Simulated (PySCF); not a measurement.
# Cl3HSSi (Cl3Si(SH)): the cost of one run

The runs use PySCF 2.14.0, with density-fitted response routines of our own; the level of theory stands in each step. All values are computed, except where a source is named. Atoms count from 0, in the outputs and in this text.

## Step 1: The starting structure

6 atoms, charge 0, multiplicity 1; geometry from: GFN2-xTB. The atoms were then displaced at random by about 0.01 Å, so the start is not that level's minimum.

Bonds of the start (Å): S0–Si1 2.19, Si1–Cl2 2.02, Si1–Cl3 1.98, Si1–Cl4 2.01, S0–H5 1.32.

## Step 2: Geometry optimisation at PBE0-D3(BJ)/def2-TZVP

The job: settings as JSON, then the geometry in Å.

```
{"job": {"xc": "PBE0", "basis": "def2-TZVP", "d3": "d3bj", "grid": 2, "shake": 0.01, "kind": "geom"}, "charge": 0, "multiplicity": 1}
S      1.447270    -0.562320    -0.873440
Si    -0.475350     0.010260    -0.005630
Cl    -0.593910     2.017720     0.207980
Cl    -1.861480    -0.635530    -1.258260
Cl    -0.672250    -0.846060     1.805460
H      2.179890    -0.014080     0.079230
```

On the command line:

```
$ OMP_NUM_THREADS=1 python probes_run.py task.json out
```

The driver reads the jobs from task.json and runs them one after another.

**Question.** How long does this first job take on 1 thread of Arm Neoverse N1, shared host, and how much memory does it need?

About 2.2 min, with a peak of 0.8 GiB.
